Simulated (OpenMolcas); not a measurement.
**triplet SnO: levels of theory compared**

Wanted: a comparison of 6 runs (UHF/def2-TZVPPD, U-r2SCAN/def2-TZVPPD, UBHLYP/def2-TZVPPD, UM06-L/def2-TZVPPD, UPBE0/def2-TZVPPD, USVWN5/def2-TZVPPD) of triplet SnO. 

Program for the calculation: OpenMolcas 26.06.

2 further runs of the same task are left out: 2 set aside as unsound or not needed.

## 1. The structure to begin with

The species is SnO (2 atoms), meant as a triplet with charge 0. As SMILES of the parent species, `[O]=[Sn]`. The shape is that of a PBE0-D4/def2-TZVP optimisation. That shape belongs to the parent species and isn't relaxed for this state.

Bond lengths: O1–Sn2 1.818 Å.

## 2. A single-point energy at UHF/def2-TZVPPD (core potential) (run 1)

Contents of run.inp:

```
&gateway
 baslib=$CurrDir
 coord
 2
 angstrom
 O        0.000000       0.000000      -0.007080
 Sn       0.000000       0.000000       1.810660
 basis=def2-TZVPPD
 group=NoSym

&seward

&scf
 uhf
 spin=3
 thresholds=1e-10 1e-07 1e-07 1e-05
 prorbitals=0
```

The basis set def2-TZVPPD is read from a file made from the Basis Set Exchange's data (not shown).

The run is started by

```
$ export MOLCAS_MEM=1860
$ pymolcas run.inp > run.log
```

Output:

```text
--- Start Module: gateway ---
[...]
--- Stop Module: gateway /rc=_RC_ALL_IS_WELL_ ---
--- Start Module: seward ---
[...]
      Basis functions           96
--- Stop Module: seward /rc=_RC_ALL_IS_WELL_ ---
[...]
--- Start Module: scf ---
[...]
       Convergence after  29 Iterations
[...]
::    Total SCF energy                               -288.1594139369
[...]
      Total spin, S                                     1.0130844527
[...]
      Total electronic charge=   30.000000
      Total            charge=   -0.000000
[...]
      Dipole Moment (debye):
      Origin of the operator (angstrom)=    0.0000    0.0000    1.5967
                   X=  1.0818E-16               Y= -2.9509E-15               Z=  2.3825E+00           Total=  2.3825E+00
      Quadrupole Moment (debye*angstrom):
[...]
--- Stop Module: scf /rc=_RC_ALL_IS_WELL_ ---
[...]
```

Wall time 8.4 s (1 thread of Arm Neoverse V2, shared host); peak memory 0.53 GiB.

## 3. A single-point energy at U-r2SCAN/def2-TZVPPD (core potential) (run 2)

Contents of mol.xyz:

```xyz
2

O      0.000000     0.000000    -0.007080
Sn     0.000000     0.000000     1.810660
```

Contents of mol.input:

```
&GATEWAY
 BasLib=$CurrDir
 Coord=mol.xyz
 Basis=def2-TZVPPD
 Group=NoSym

&SEWARD
 GridInput
 Grid=UltraFine
 End of Grid

&SCF
 UHF
 Spin=3
 KSDFT=2
 1.0 MGGA_X_R2SCAN
 1.0 MGGA_C_R2SCAN
 Thresholds=1e-10 1e-07 1e-07 1e-05
 PrOrbitals=1 1
```

The basis set def2-TZVPPD is read from a file made from the Basis Set Exchange's data (not shown).

The run is started by

```
$ export MOLCAS_MEM=1860
$ pymolcas mol.input > mol.log
```

Output:

```text
--- Start Module: gateway ---
[...]
--- Stop Module: gateway /rc=_RC_ALL_IS_WELL_ ---
--- Start Module: seward ---
[...]
      Basis functions           96
--- Stop Module: seward /rc=_RC_ALL_IS_WELL_ ---
[...]
--- Start Module: scf ---
[...]
       Convergence after  51 Iterations
[...]
::    Total KS-DFT energy                            -289.4887420524
[...]
      Total spin, S                                     1.0042008460
[...]
      Total electronic charge=   30.000000
      Total            charge=   -0.000000
[...]
      Dipole Moment (debye):
      Origin of the operator (angstrom)=    0.0000    0.0000    1.5967
                   X= -1.6315E-09               Y= -1.9422E-08               Z=  2.7580E+00           Total=  2.7580E+00
      Quadrupole Moment (debye*angstrom):
[...]
--- Stop Module: scf /rc=_RC_ALL_IS_WELL_ ---
[...]
```

It took 81 s on 1 thread of Arm Neoverse V2, shared host; peak memory 0.53 GiB.

Runs 3 to 4 aren't shown in full; the table further down has their settings and results.

## 4. A single-point energy at UPBE0/def2-TZVPPD (core potential) (run 5)

mol.xyz is that of step 3.

Contents of test.inp:

```
* OSn Kohn-Sham DFT

&GATEWAY
 BasLib = $CurrDir
 Coord = mol.xyz
 Basis = def2-TZVPPD
 Group = NoSym

&SEWARD
 GridInput
 Grid=UltraFine
 End of Grid

&SCF
 UHF
 Spin = 3
 KSDFT = PBE0
 Thresholds = 1e-10 1e-07 1e-07 1e-05
 PrOrbitals = 1 2
```

The basis set def2-TZVPPD is read from a file made from the Basis Set Exchange's data (not shown).

The run is started by

```
$ export MOLCAS_MEM=1860
$ pymolcas test.inp > test.log
```

Output:

```text
--- Start Module: gateway ---
[...]
--- Stop Module: gateway /rc=_RC_ALL_IS_WELL_ ---
--- Start Module: seward ---
[...]
      Basis functions           96
--- Stop Module: seward /rc=_RC_ALL_IS_WELL_ ---
[...]
--- Start Module: scf ---
[...]
       Convergence after  26 Iterations
[...]
::    Total KS-DFT energy                            -289.3674143050
[...]
      Total spin, S                                     1.0041861394
[...]
      Total electronic charge=   30.000000
      Total            charge=   -0.000000
[...]
      Dipole Moment (debye):
      Origin of the operator (angstrom)=    0.0000    0.0000    1.5967
                   X= -1.3441E-15               Y= -6.0646E-16               Z=  2.8341E+00           Total=  2.8341E+00
      Quadrupole Moment (debye*angstrom):
[...]
--- Stop Module: scf /rc=_RC_ALL_IS_WELL_ ---
[...]
```

Run time: 28 s. Hardware: 1 thread of Arm Neoverse V2, shared host; peak memory 0.53 GiB.

## 5. A single-point energy at USVWN5/def2-TZVPPD (core potential) (run 6)

Contents of run.inp:

```
>>> EXPORT MOLCAS_PRINT=2

&GATEWAY
  BasLib=$CurrDir
  Coord
  2
  angstrom
  O        0.000000       0.000000      -0.007080
  Sn       0.000000       0.000000       1.810660
  Basis=def2-TZVPPD
  Group=NoSym

&SEWARD
  GridInput
  Grid=UltraFine
  End of Grid

&SCF
  UHF
  Spin=3
  KSDFT=SVWN5
  Thresholds=1e-10 1e-07 1e-07 1e-05
  PrOrbitals=1 1
```

The basis set def2-TZVPPD is read from a file made from the Basis Set Exchange's data (not shown).

The run is started by

```
$ export MOLCAS_MEM=1860
$ pymolcas run.inp > run.log
```

Output:

```text
--- Start Module: gateway ---
[...]
--- Stop Module: gateway /rc=_RC_ALL_IS_WELL_ ---
--- Start Module: seward ---
[...]
      Basis functions           96
--- Stop Module: seward /rc=_RC_ALL_IS_WELL_ ---
[...]
--- Start Module: scf ---
[...]
       Convergence after  29 Iterations
[...]
::    Total KS-DFT energy                            -288.5790869186
[...]
      Total spin, S                                     1.0013397640
[...]
      Total electronic charge=   30.000000
      Total            charge=   -0.000000
[...]
      Dipole Moment (debye):
      Origin of the operator (angstrom)=    0.0000    0.0000    1.5967
                   X= -5.2729E-15               Y=  1.7775E-15               Z=  2.9037E+00           Total=  2.9037E+00
      Quadrupole Moment (debye*angstrom):
[...]
--- Stop Module: scf /rc=_RC_ALL_IS_WELL_ ---
[...]
```

Run time: 20 s. Hardware: 1 thread of Arm Neoverse V2, shared host; peak memory 0.53 GiB.

## 6. All runs side by side

```tsv
run	level	integration grid	energy (Eh)	dipole moment (D)	HOMO energy (eV)	⟨S²⟩	wall time
1	UHF/def2-TZVPPD (core potential)	–	-288.159414	2.38	-6.86	2.039	8.4 s
2	U-r2SCAN/def2-TZVPPD (core potential)	UltraFine	-289.488742	2.76	-3.95	2.013	81 s
3	UBHLYP/def2-TZVPPD (core potential)	UltraFine	-289.336893	2.76	-5.36	2.019	29 s
4	UM06-L/def2-TZVPPD (core potential)	UltraFine	-289.586154	2.57	-3.54	2.011	49 s
5	UPBE0/def2-TZVPPD (core potential)	UltraFine	-289.367414	2.83	-4.66	2.013	28 s
6	USVWN5/def2-TZVPPD (core potential)	UltraFine	-288.579087	2.90	-3.84	2.004	20 s
```

## 7. Outcome

| quantity | value |
| --- | --- |
| run 6: total energy | -288.57909 Eh |
| run 6: dipole moment | 2.90 D |
| run 6: HOMO energy (highest over α and β) | -3.84 eV |
| run 6: ⟨S²⟩ | 2.004 |

The dipole moment (its size) runs from 2.38 D (UHF/def2-TZVPPD) to 2.90 D (USVWN5/def2-TZVPPD). Totals of different functionals can't be ranked against each other. All runs together took 3.6 min, the longest 81 s.
